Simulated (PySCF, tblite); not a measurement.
# GeH7NO2SSi, a small molecule taken as a stand-in for a surface group (Ge site with back bonds O, S[SiH3], N): NMR shifts, core binding energies and electronic excitations, part 1 of 2

Aim: the NMR shifts, core binding energies and electronic excitations of `[NH2][Ge]([OH])([OH])[S][SiH3]`.

Computed with tblite 0.8.0 and PySCF 2.14.0; each step states its level. No surroundings beyond the atoms listed, unless a continuum is named. Atoms count from 0, parts from 1.

### 1 The system as given

13 atoms, charge 0, multiplicity 1; geometry: distance geometry start.

### 2 Geometry optimisation with GFN2-xTB

The job: settings as JSON, then the geometry in Å.

```
{"job": {"kind": "relax", "xc": "GFN2-xTB", "basis": "xTB"}, "charge": 0, "multiplicity": 1}
Ge    -0.883438    -0.215311    -0.369913
O     -1.726930    -1.495190    -1.283056
S      1.151140     0.053905    -1.160599
Si     2.662955     0.158271     0.350849
N     -1.897693     1.343072    -0.453217
O     -0.910307    -0.777212     1.346440
H     -1.643215    -2.377420    -0.808519
H      2.788316    -1.079249     1.129514
H      3.932895     0.369255    -0.357369
H      2.457013     1.295690     1.274980
H     -1.358113     2.219304    -0.472088
H     -2.663656     1.308854    -1.159240
H     -1.907048    -0.790936     1.576075
```

Level: GFN2-xTB geometry optimisation, gas phase.

Started as:

```console
$ OMP_NUM_THREADS=1 python cluster_run.py task.json out
```

This one command runs all jobs of the session in turn.

The log of the run:

```text
step      E/eV     max force
  0    -588.51673    2.361
  1    -588.70180    0.668
  2    -588.73405    0.548
  3    -588.77029    0.425
  4    -588.78011    0.400
  5    -588.79768    0.283
  6    -588.80399    0.283
  7    -588.81482    0.367
  8    -588.82610    0.459
  9    -588.83765    0.347
 10    -588.84657    0.253
 11    -588.85571    0.358
 12    -588.86759    0.429
 13    -588.88382    0.568
 14    -588.89906    0.423
 15    -588.90788    0.318
 16    -588.91432    0.390
 17    -588.92326    0.369
 18    -588.92979    0.462
 19    -588.93822    0.273
 20    -588.94201    0.158
 21    -588.94599    0.139
 22    -588.94913    0.243
 23    -588.95815    0.403
 24    -588.96688    0.402
 25    -588.97505    0.294
 26    -588.97844    0.152
 27    -588.98031    0.283
 28    -588.98255    0.130
 29    -588.98527    0.106
 30    -588.98834    0.135
 31    -588.99113    0.138
 32    -588.99287    0.114
 33    -588.99438    0.113
 34    -588.99587    0.102
 35    -588.99735    0.117
 36    -588.99837    0.076
 37    -588.99899    0.060
 38    -588.99954    0.082
 39    -589.00035    0.096
 40    -589.00098    0.075
 41    -589.00139    0.055
 42    -589.00164    0.044
 43    -589.00183    0.039
 44    -589.00201    0.042
 45    -589.00218    0.038
 46    -589.00236    0.038
 47    -589.00259    0.038
 48    -589.00283    0.047
 49    -589.00300    0.034
 50    -589.00310    0.027
 51    -589.00319    0.028
 52    -589.00335    0.054
 53    -589.00358    0.081
 54    -589.00383    0.076
 55    -589.00399    0.039
 56    -589.00403    0.014
 57    -589.00405    0.013
 58    -589.00409    0.023
 59    -589.00415    0.036
 60    -589.00423    0.037
 61    -589.00430    0.022
 62    -589.00434    0.015
 63    -589.00439    0.025
 64    -589.00445    0.035
 65    -589.00456    0.041
 66    -589.00467    0.034
 67    -589.00474    0.016
 68    -589.00476    0.015
 69    -589.00478    0.014
 70    -589.00481    0.015
 71    -589.00485    0.017
 72    -589.00488    0.017
 73    -589.00490    0.013
 74    -589.00491    0.011
 75    -589.00492    0.011
 76    -589.00494    0.015
 77    -589.00497    0.020
 78    -589.00500    0.016
 79    -589.00502    0.012
 80    -589.00504    0.013
 81    -589.00505    0.013
 82    -589.00506    0.019
 83    -589.00508    0.015
 84    -589.00510    0.018
 85    -589.00512    0.019
 86    -589.00515    0.018
 87    -589.00517    0.024
 88    -589.00519    0.025
 89    -589.00522    0.020
 90    -589.00526    0.023
 91    -589.00529    0.019
 92    -589.00533    0.024
 93    -589.00537    0.022
 94    -589.00541    0.016
 95    -589.00546    0.015
 96    -589.00551    0.017
 97    -589.00556    0.017
 98    -589.00564    0.023
 99    -589.00572    0.027
100    -589.00580    0.022
101    -589.00586    0.015
102    -589.00589    0.023
103    -589.00593    0.025
104    -589.00598    0.021
105    -589.00601    0.014
106    -589.00603    0.010
107    -589.00605    0.017
108    -589.00607    0.020
109    -589.00610    0.018
110    -589.00612    0.012
111    -589.00614    0.014
112    -589.00616    0.018
113    -589.00619    0.024
114    -589.00623    0.028
115    -589.00626    0.022
116    -589.00628    0.011
117    -589.00629    0.009
118    -589.00631    0.013
119    -589.00633    0.016
120    -589.00636    0.017
121    -589.00638    0.012
122    -589.00640    0.010
123    -589.00642    0.010
124    -589.00643    0.011
125    -589.00644    0.012
126    -589.00645    0.008
127    -589.00647    0.011
128    -589.00648    0.012
129    -589.00649    0.011
130    -589.00650    0.011
131    -589.00651    0.011
132    -589.00653    0.012
133    -589.00654    0.014
134    -589.00657    0.015
135    -589.00659    0.012
136    -589.00660    0.006
```

It took 3.4 s on 1 thread of AMD EPYC 9R45, shared host.

Step by step:

```
step  energy from step 0 (eV)  largest force (eV/Å)
   0                   0.0000                2.3609
   5                  -0.2809                0.2831
  10                  -0.3298                0.2525
  15                  -0.3911                0.3186
  20                  -0.4253                0.1573
  25                  -0.4583                0.2936
  30                  -0.4716                0.1348
  35                  -0.4806                0.1168
  40                  -0.4842                0.0751
  45                  -0.4854                0.0384
  50                  -0.4864                0.0270
  55                  -0.4873                0.0383
  60                  -0.4875                0.0369
  65                  -0.4878                0.0406
  70                  -0.4881                0.0149
  75                  -0.4882                0.0117
  80                  -0.4883                0.0128
  85                  -0.4884                0.0192
  90                  -0.4885                0.0228
  95                  -0.4887                0.0152
 100                  -0.4891                0.0221
 105                  -0.4893                0.0139
 110                  -0.4894                0.0124
 115                  -0.4895                0.0216
 120                  -0.4896                0.0173
 125                  -0.4897                0.0122
 130                  -0.4898                0.0105
 135                  -0.4899                0.0121
 136                  -0.4899                0.0059
```

Close pairs (by a distance rule), those that changed most:

```
  bond  before (Å)  after (Å)  change (Å)
O5–H12       1.023      0.956      -0.067
 O1–H6       1.005      0.955      -0.050
Ge0–O5       1.806      1.760      -0.047
Ge0–N4       1.861      1.819      -0.042
Ge0–O1       1.784      1.746      -0.038
N4–H11       1.042      1.010      -0.032
Si3–H9       1.480      1.455      -0.025
N4–H10       1.029      1.011      -0.018
```

### 3 Optimising the geometry at PBE0-D3(BJ)/def2-SVP

The job: settings as JSON, then the geometry in Å.

```
{"job": {"xc": "PBE0", "basis": "def2-SVP", "d3": "d3bj", "grid": 2, "kind": "geom", "shake": 0.01}, "charge": 0, "multiplicity": 1}
Ge    -0.787362    -0.141812    -0.353963
O     -1.728403    -1.474904    -0.974913
S      1.160022     0.086429    -1.315754
Si     2.466969     0.007351     0.442735
N     -2.030766     1.223256    -0.451937
O     -0.455042    -0.389239     1.340061
H     -1.231470    -2.264405    -1.202656
H      2.305344    -1.292501     1.072816
H      3.731660     0.182031    -0.167496
H      2.086052     1.112502     1.332195
H     -1.666558     2.161798    -0.323863
H     -2.582505     1.209057    -1.275103
H     -1.257732    -0.436934     1.885282
```

The log of the run:

```text
step   0  E = -2972.83793928  max force = 0.037784
step   1  E = -2972.84467616  max force = 0.013668
step   2  E = -2972.84544053  max force = 0.001825
step   3  E = -2972.84553348  max force = 0.000797
step   4  E = -2972.84557937  max force = 0.000843
step   5  E = -2972.84561895  max force = 0.000829
step   6  E = -2972.84565350  max force = 0.000794
step   7  E = -2972.84567862  max force = 0.000522
step   8  E = -2972.84569631  max force = 0.000448
step   9  E = -2972.84571225  max force = 0.000534
step  10  E = -2972.84572780  max force = 0.000519
step  11  E = -2972.84574261  max force = 0.000852
step  12  E = -2972.84575888  max force = 0.000872
step  13  E = -2972.84577630  max force = 0.000568
step  14  E = -2972.84578704  max force = 0.000315
optimisation converged
```

Run time: 1.8 min. Hardware: 1 thread of AMD EPYC 9R45, shared host; peak memory 0.75 GiB.

Along the way:

```
step  energy from step 0 (eV)  largest force component (eV/Å)
   0                   0.0000                          1.9429
   1                  -0.1833                          0.7028
   2                  -0.2041                          0.0938
   3                  -0.2066                          0.0410
   4                  -0.2079                          0.0433
   5                  -0.2090                          0.0426
   6                  -0.2099                          0.0408
   7                  -0.2106                          0.0268
   8                  -0.2111                          0.0230
   9                  -0.2115                          0.0275
  10                  -0.2119                          0.0267
  11                  -0.2123                          0.0438
  12                  -0.2128                          0.0448
  13                  -0.2133                          0.0292
  14                  -0.2135                          0.0162
```

Close pairs (by a distance rule), those that changed most:

```
  bond  before (Å)  after (Å)  change (Å)
Si3–H8       1.415      1.493      +0.078
Ge0–N4       1.849      1.807      -0.042
Si3–H7       1.454      1.488      +0.034
Ge0–S2       2.184      2.214      +0.030
Ge0–O5       1.744      1.774      +0.030
S2–Si3       2.192      2.164      -0.028
N4–H11       0.991      1.017      +0.026
Si3–H9       1.469      1.490      +0.021
```

The final coordinates are the input of the step that follows.

```
                         at the end point                value
  point group (found at 0.08 Å tolerance)                   C1
rotational constants (GHz, main isotopes)  2.813, 1.061, 0.988
                        dipole moment (D)                 1.29
```

### 4 NMR shieldings: PBE0/pcSseg-1

The job: settings as JSON, then the geometry in Å.

```
{"job": {"kind": "nmr", "xc": "PBE0", "basis": "pcSseg-1"}, "charge": 0, "multiplicity": 1}
Ge    -0.819300    -0.169126    -0.450672
O     -1.832976    -1.416346    -1.178321
S      1.257841    -0.270825    -1.210246
Si     2.327344    -0.258712     0.670978
N     -1.771543     1.341734    -0.726473
O     -0.581491    -0.414972     1.289945
H     -1.382192    -2.265339    -1.241204
H      2.109008    -1.496298     1.466883
H      3.754715    -0.206348     0.235094
H      2.025558     0.957023     1.476992
H     -1.227481     2.197092    -0.786272
H     -2.405326     1.279941    -1.518964
H     -1.285343    -0.006363     1.807503
```

Level: GIAO PBE0/pcSseg-1 NMR shielding, non-relativistic, gas phase.

The log of the run:

```text
coarse grid: 52928 points
cycle   1  E = -2972.9617750960  dE = -1.405e-01  |g| = 1.369e+00  |ddm| = 3.481e+00
cycle   2  E = -2972.6182565363  dE =  3.435e-01  |g| = 1.943e+00  |ddm| = 1.993e+00
cycle   3  E = -2973.1980856631  dE = -5.798e-01  |g| = 2.080e-01  |ddm| = 1.397e+00
cycle   4  E = -2973.2055711253  dE = -7.485e-03  |g| = 8.833e-02  |ddm| = 2.251e-01
cycle   5  E = -2973.2069071820  dE = -1.336e-03  |g| = 1.460e-02  |ddm| = 7.525e-02
cycle   6  E = -2973.2069492044  dE = -4.202e-05  |g| = 5.609e-03  |ddm| = 1.761e-02
cycle   7  E = -2973.2069560125  dE = -6.808e-06  |g| = 1.118e-03  |ddm| = 5.785e-03
final grid: 107728 points
cycle   8  E = -2973.2068464475  dE =  1.607e-07  |g| = 1.430e-03  |ddm| = 3.047e-03
cycle   9  E = -2973.2068459917  dE =  4.558e-07  |g| = 2.014e-03  |ddm| = 3.703e-03
cycle  10  E = -2973.2068469640  dE = -9.723e-07  |g| = 1.294e-04  |ddm| = 2.080e-03
cycle  11  E = -2973.2068469678  dE = -3.826e-09  |g| = 3.020e-05  |ddm| = 1.287e-04
cycle  12  E = -2973.2068469679  dE = -1.100e-10  |g| = 3.372e-06  |ddm| = 1.689e-05
converged SCF energy = -2973.2068469679

GIAO shielding tensors (ppm)
atom      isotropic    diamagn.    paramagn.     s11        s22        s33       span
  0 Ge    1255.606    2758.601   -1502.995   1201.903   1259.265   1305.650    103.747
  1 O      259.022     393.926    -134.904    231.448    241.561    304.058     72.610
  2 S      757.703    1060.337    -302.634    674.616    680.217    918.276    243.659
  3 Si     404.494     877.844    -473.351    362.897    398.097    452.488     89.590
  4 N      232.702     321.463     -88.761    202.294    226.834    268.978     66.684
  5 O      253.535     395.796    -142.262    220.949    246.342    293.314     72.364
  6 H       29.787      32.496      -2.709     21.185     25.351     42.825     21.640
  7 H       26.476      28.248      -1.772     22.316     24.704     32.408     10.091
  8 H       26.711      27.469      -0.758     22.783     24.186     33.165     10.382
  9 H       26.561      28.771      -2.210     22.415     25.095     32.172      9.757
 10 H       30.723      32.353      -1.631     22.953     27.051     42.165     19.212
 11 H       30.112      29.806       0.305     22.204     26.001     42.130     19.927
 12 H       29.619      32.446      -2.828     21.102     23.939     43.814     22.712
```

Run time: 14 s. Hardware: 1 thread of AMD EPYC 9R45, shared host; peak memory 0.95 GiB.

The references, computed at this level on geometries of the same kind, shield at (ppm): ¹H TMS 31.27, ²⁹Si TMS 352.0, ¹⁵N NH3 265.7, ¹⁷O H2O 334.6, ³³S CS2 496, ⁷³Ge GeMe4 1330. Their shielding less the atom's gives the shift. The references are single molecules in the gas phase, so shifts against H2O, NH3, PH3, H3PO4 or CFCl3 are not on the usual liquid scales and can be off by tens of ppm.

```
atoms                          environment  σ (ppm)  δ (ppm)
   H7    hydrogen on a silicon bonded to S    26.48     4.79
   H9    hydrogen on a silicon bonded to S    26.56     4.71
   H8    hydrogen on a silicon bonded to S    26.71     4.56
  H12   hydrogen on an oxygen bonded to Ge    29.62     1.65
   H6   hydrogen on an oxygen bonded to Ge    29.79     1.48
  H11  hydrogen on a nitrogen bonded to Ge    30.11     1.16
  H10  hydrogen on a nitrogen bonded to Ge    30.72     0.54
  Ge0        germanium bonded to N, 2 O, S     1256       75
   O5               oxygen bonded to Ge, H    253.5     81.0
   O1               oxygen bonded to Ge, H    259.0     75.5
   S2              sulfur bonded to Ge, Si      758     -262
  Si3             silicon bonded to S, 3 H    404.5    -52.5
   N4           nitrogen bonded to Ge, 2 H    232.7     33.0
```

The run also stored atomic charges by several schemes (e):

```
atoms  Mulliken    IAO  Hirshfeld  ESP fit
  Ge0      1.21   1.28       0.52     0.93
   O1     -0.62  -0.76      -0.33    -0.65
   S2     -0.48  -0.44      -0.19    -0.40
  Si3      0.49   0.55       0.28     0.39
   N4     -0.67  -0.81      -0.32    -0.94
   O5     -0.63  -0.77      -0.31    -0.71
```

Mayer bond orders: Ge0–O1 0.93, Ge0–S2 1.00, S2–Si3 0.89, Ge0–N4 0.98, Ge0–O5 0.87.

(Continued in part 2 of 2.)
